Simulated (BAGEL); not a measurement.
# C2H7NSi (SMILES C=C[SiH2]N) at B3LYP/cc-pVDZ (density fitting with cc-pvqz-jkfit)

What is the energy change on altering one bond length of C2H7NSi at B3LYP/cc-pVDZ (density fitting with cc-pvqz-jkfit)? 

Program for the calculation: BAGEL 1.2.2.

1 further run of the same task is left out (set aside as unsound or not needed).

## (1) Starting point

C2H7NSi has 11 atoms, charge 0, and is taken as a singlet. SMILES: `C=C[SiH2]N`. The coordinates come from a PBE0-D4/def2-TZVP relaxation. This is one conformer, not always the lowest.

Bond lengths: C1–C2 1.330 Å, C2–Si3 1.865 Å, Si3–N4 1.715 Å, C1–H5 1.087 Å, C1–H6 1.087 Å, C2–H7 1.091 Å, Si3–H8 1.488 Å, Si3–H9 1.488 Å, N4–H10 1.006 Å, N4–H11 1.006 Å. Some angles: C1–C2–Si3 123.1°, C2–Si3–N4 114.9°, C1–C2–H7 118.1°, Si3–C2–H7 118.8°, C2–C1–H5 122.6°, C2–C1–H6 121.2°, C2–Si3–H8 108.4°, C2–Si3–H9 108.4°, N4–Si3–H8 107.9°, N4–Si3–H9 108.0°.

## (2) A single-point energy at B3LYP/cc-pVDZ (density fitting with cc-pvqz-jkfit)

Contents of job.json:

```json
{ "bagel" : [

{
  "title" : "molecule",
  "basis" : "cc-pvdz.json",
  "df_basis" : "cc-pvqz-jkfit",
  "angstrom" : true,
  "geometry" : [
    { "atom" : "C", "xyz" : [      -0.676100,       1.337000,      -0.945000 ] },
    { "atom" : "C", "xyz" : [       0.089300,       1.208600,       0.135100 ] },
    { "atom" : "Si", "xyz" : [       0.596500,      -0.444500,       0.832600 ] },
    { "atom" : "N", "xyz" : [       0.002900,      -1.803700,      -0.028600 ] },
    { "atom" : "H", "xyz" : [      -0.967100,       2.304600,      -1.344700 ] },
    { "atom" : "H", "xyz" : [      -1.046800,       0.465600,      -1.479100 ] },
    { "atom" : "H", "xyz" : [       0.433000,       2.116700,       0.631600 ] },
    { "atom" : "H", "xyz" : [       0.099500,      -0.536600,       2.232600 ] },
    { "atom" : "H", "xyz" : [       2.083200,      -0.516700,       0.836000 ] },
    { "atom" : "H", "xyz" : [       0.404900,      -2.086000,      -0.906300 ] },
    { "atom" : "H", "xyz" : [      -0.953800,      -2.102100,       0.056300 ] }
  ]
},

{ "title" : "ks", "xc_func" : "b3lyp" },

{ "title" : "print", "file" : "orbitals.molden", "orbitals" : true }

]}
```

The basis set cc-pVDZ is read from a file made from the Basis Set Exchange's data (not shown).

Launch:

```sh
$ BAGEL_NUM_THREADS=1 BAGEL job.json > job.out
```

Standard output:

```text
* using 1 threads per process

  ===============================================================
  ===============================================================

  *** Geometry ***

  { "atom" : "C", "xyz" : [     -1.277644,      2.526564,     -1.785791 ] },
  { "atom" : "C", "xyz" : [      0.168753,      2.283923,      0.255302 ] },
  { "atom" : "Si", "xyz" : [      1.127222,     -0.839983,      1.573386 ] },
  { "atom" : "N", "xyz" : [      0.005480,     -3.408499,     -0.054046 ] },
  { "atom" : "H", "xyz" : [     -1.827554,      4.355063,     -2.541115 ] },
  { "atom" : "H", "xyz" : [     -1.978165,      0.879856,     -2.795094 ] },
  { "atom" : "H", "xyz" : [      0.818251,      3.999983,      1.193551 ] },
  { "atom" : "H", "xyz" : [      0.188028,     -1.014027,      4.219003 ] },
  { "atom" : "H", "xyz" : [      3.936677,     -0.976421,      1.579811 ] },
  { "atom" : "H", "xyz" : [      0.765150,     -3.941969,     -1.712659 ] },
  { "atom" : "H", "xyz" : [     -1.802421,     -3.972393,      0.106392 ] },

  Number of auxiliary basis functions:      823

  Since a DF basis is specified, we compute 2- and 3-index integrals:
    o Being stored without compression. Storage requirement is 0.059 GB

  Number of basis functions:       95
  Number of electrons      :       40

    * METHOD: MOLECULE                             0.57

  *** Kohn-Sham DFT ***

    * Removing 20288 points whose weight is below 1.00e-10
    * Grid points: 143678

  === Nuclear Repulsion ===
   159.2932278697

       - DIIS with orbital gradients will be used.

  === KS iteration (b3lyp / cc-pvdz.json) ===
      0       -395.28624076          0.08765564           0.63
      1       -358.33043449          0.14407719           0.51
      2       -370.88348935          0.17546772           0.56
      3       -406.69349805          0.09718549           0.49
      4       -415.25001078          0.08074292           0.50
      5       -421.52301901          0.05939181           0.45
      6       -424.56200220          0.01436003           0.46
      7       -424.66312146          0.00572396           0.53
      8       -424.67111056          0.00449449           0.47
      9       -424.68092526          0.00226570           0.48
     10       -424.68391776          0.00029186           0.54
     11       -424.68395266          0.00016172           0.47
     12       -424.68396852          0.00003511           0.46
     13       -424.68396927          0.00000639           0.49
     14       -424.68396928          0.00000254           0.47
     15       -424.68396929          0.00000103           0.46
     16       -424.68396929          0.00000010           0.46
     17       -424.68396929          0.00000004           0.47
     18       -424.68396929          0.00000002           0.45
     19       -424.68396929          0.00000001           0.46
    * SCF iteration converged.

    * Permanent dipole moment:
           (    0.308489,     0.110051,     0.438221) a.u.

    * METHOD: KS                                  10.63

    * METHOD: PRINT                                0.01

  ===============================================================
```

Run time: 12 s. Hardware: 1 thread of Intel Xeon 6975P-C (Granite Rapids), shared host; peak memory 0.63 GiB.

## (3) The distorted shape, same level

Contents of input.json:

```json
{ "bagel" : [

{
  "title" : "molecule",
  "basis" : "cc-pvdz.json",
  "df_basis" : "cc-pvqz-jkfit",
  "angstrom" : "true",
  "geometry" : [
    { "atom" : "C", "xyz" : [      -0.389062,       1.426529,      -0.970473 ] },
    { "atom" : "C", "xyz" : [       0.376338,       1.298129,       0.109627 ] },
    { "atom" : "Si", "xyz" : [       0.883538,      -0.354971,       0.807127 ] },
    { "atom" : "N", "xyz" : [       0.289938,      -1.714171,      -0.054073 ] },
    { "atom" : "H", "xyz" : [      -0.680062,       2.394129,      -1.370173 ] },
    { "atom" : "H", "xyz" : [      -0.759762,       0.555129,      -1.504573 ] },
    { "atom" : "H", "xyz" : [       0.720038,       2.206229,       0.606127 ] },
    { "atom" : "H", "xyz" : [       0.386538,      -0.447071,       2.207127 ] },
    { "atom" : "H", "xyz" : [       2.370238,      -0.427171,       0.810527 ] },
    { "atom" : "H", "xyz" : [       0.691938,      -1.996471,      -0.931773 ] },
    { "atom" : "H", "xyz" : [      -0.953800,      -2.102100,       0.056300 ] }
  ]
},

{
  "title" : "ks",
  "xc_func" : "b3lyp"
},

{
  "title" : "print",
  "file" : "orbitals.molden",
  "orbitals" : "true"
}

]}
```

The basis set cc-pVDZ is read from a file made from the Basis Set Exchange's data (not shown).

Launch:

```sh
$ BAGEL_NUM_THREADS=1 BAGEL input.json > input.out
```

Standard output:

```text
* using 1 threads per process

  ===============================================================
  ===============================================================

  *** Geometry ***

  { "atom" : "C", "xyz" : [     -0.735221,      2.695749,     -1.833928 ] },
  { "atom" : "C", "xyz" : [      0.711176,      2.453108,      0.207165 ] },
  { "atom" : "Si", "xyz" : [      1.669645,     -0.670798,      1.525249 ] },
  { "atom" : "N", "xyz" : [      0.547903,     -3.239314,     -0.102183 ] },
  { "atom" : "H", "xyz" : [     -1.285131,      4.524248,     -2.589252 ] },
  { "atom" : "H", "xyz" : [     -1.435742,      1.049042,     -2.843231 ] },
  { "atom" : "H", "xyz" : [      1.360675,      4.169169,      1.145414 ] },
  { "atom" : "H", "xyz" : [      0.730451,     -0.844842,      4.170866 ] },
  { "atom" : "H", "xyz" : [      4.479101,     -0.807236,      1.531674 ] },
  { "atom" : "H", "xyz" : [      1.307573,     -3.772783,     -1.760796 ] },
  { "atom" : "H", "xyz" : [     -1.802421,     -3.972393,      0.106392 ] },

  Number of auxiliary basis functions:      823

  Since a DF basis is specified, we compute 2- and 3-index integrals:
    o Being stored without compression. Storage requirement is 0.059 GB

  Number of basis functions:       95
  Number of electrons      :       40

    * METHOD: MOLECULE                             0.58

  *** Kohn-Sham DFT ***

    * Removing 19912 points whose weight is below 1.00e-10
    * Grid points: 144054

  === Nuclear Repulsion ===
   158.0065948778

       - DIIS with orbital gradients will be used.

  === KS iteration (b3lyp / cc-pvdz.json) ===
      0       -395.23068948          0.08653860           0.65
      1       -359.09763534          0.14440322           0.48
      2       -373.91417733          0.16293589           0.56
      3       -401.82378028          0.12322890           0.46
      4       -407.35620220          0.11083862           0.50
      5       -424.10281942          0.02993669           0.46
      6       -424.40068722          0.02003023           0.45
      7       -424.64000124          0.00214619           0.47
      8       -424.64307344          0.00057607           0.45
      9       -424.64325873          0.00038613           0.47
     10       -424.64334013          0.00011455           0.45
     11       -424.64334817          0.00003450           0.46
     12       -424.64334905          0.00000614           0.46
     13       -424.64334907          0.00000122           0.46
     14       -424.64334907          0.00000038           0.45
     15       -424.64334907          0.00000015           0.47
     16       -424.64334907          0.00000002           0.47
     17       -424.64334907          0.00000002           0.47
     18       -424.64334907          0.00000001           0.46
    * SCF iteration converged.

    * Permanent dipole moment:
           (    0.340030,     0.120016,     0.428240) a.u.

    * METHOD: KS                                   9.90

    * METHOD: PRINT                                0.01

  ===============================================================
```

It took 11 s on 1 thread of Intel Xeon 6975P-C (Granite Rapids), shared host; peak memory 0.63 GiB.

## (4) What came out

Level: B3LYP/cc-pVDZ (density fitting with cc-pvqz-jkfit).

```
                                                          quantity          value
                                         first shape: total energy  -424.68397 Eh
                                        first shape: dipole moment         1.39 D
                                          first shape: HOMO energy       -6.80 eV
                                          first shape: LUMO energy       -0.09 eV
                                        first shape: HOMO–LUMO gap        6.71 eV
                                     distorted shape: total energy  -424.64335 Eh
                                    distorted shape: dipole moment         1.42 D
                                      distorted shape: HOMO energy       -6.70 eV
                                      distorted shape: LUMO energy       -0.22 eV
                                    distorted shape: HOMO–LUMO gap        6.48 eV
energy change with the N4–H11 bond stretched from 1.006 to 1.307 Å       1.105 eV
```

With the N4–H11 bond stretched from 1.006 to 1.307 Å the energy rises by 1.11 eV (25 kcal/mol). The first shape isn't relaxed at this level, so the change isn't measured from a minimum.
